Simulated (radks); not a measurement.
**As⁺ in [Ar] 3d9.5 4s2 4p2 5s0.5: an all-electron calculation**

An exercise on one series of results from a longer session: the logs are not shown, and one member is left open.

The numbers are computed with radks (a radial shooting solver on a logarithmic mesh, Libxc functionals) version 1 (scalar-relativistic Kohn-Sham, PBE, spin-polarised, spherical densities, finite nucleus; open shells are filled with parallel spins first), except any that are marked as measured or tabulated.

## The system

```
element            : arsenic (Z = 33)
charge             : +1
electrons          : 32
configuration      : [Ar] 3d9.5 4s2 4p2 5s0.5
nuclear rms radius : 4.0968 fm
```

The first run:

The run's settings:

```text
Z 33
configuration [Ar] 3d9.5 4s2 4p2 5s0.5
relativity scalar-relativistic
functional pbe,pbe
spin polarised
nucleus finite rms 4.0968 fm
c 137.035999084
```

Command:

```
> python run_ks.py task.json out
```

The same process makes all the runs of this session.

One table of the session follows, with a row left open; its other results are not shown here.

It belongs to the step «Radial structure». Radial moments (bohr):

| level | <r> | outermost maximum (interpolated) | 90 % within | nodes |
| --- | --- | --- | --- | --- |
| 1s up | 0.04550 | 0.0297 | 0.0813 | 0 |
| 1s down | 0.04550 | 0.0297 | 0.0813 | 0 |
| 2s up | 0.2028 | 0.170 | 0.314 | 1 |
| 2s down | 0.2027 | 0.170 | 0.314 | 1 |
| 2p up | 0.1772 | 0.136 | 0.289 | 0 |
| 2p down | 0.1772 | 0.136 | 0.289 | 0 |
| 3s up | 0.5959 | 0.521 | 0.889 | 2 |
| 3s down | 0.5960 | 0.521 | 0.889 | 2 |
| 3p up | 0.6135 | 0.520 | 0.940 | 1 |
| 3p down | 0.6135 | 0.520 | 0.939 | 1 |
| 3d up | 0.6638 | 0.474 | 1.11 | 0 |
| 3d down | 0.6621 | 0.474 | 1.10 | 0 |
| 4s up | 1.805 | 1.56 | 2.66 | 3 |
| 4s down | ? | ? | ? | ? |
| 4p up | 2.160 | 1.82 | 3.25 | 2 |
| 4p down | 2.188 | 1.81 | 3.32 | 2 |
| 5s up | 4.877 | 4.37 | 7.08 | 4 |

**Question.** Estimate the row for 4s down.

The run gave: <r>: 1.802; outermost maximum (interpolated): 1.54; 90 % within: 2.67; nodes: 3. In the column «<r>» it lies between 3d up (0.6638) and 4s up (1.805).
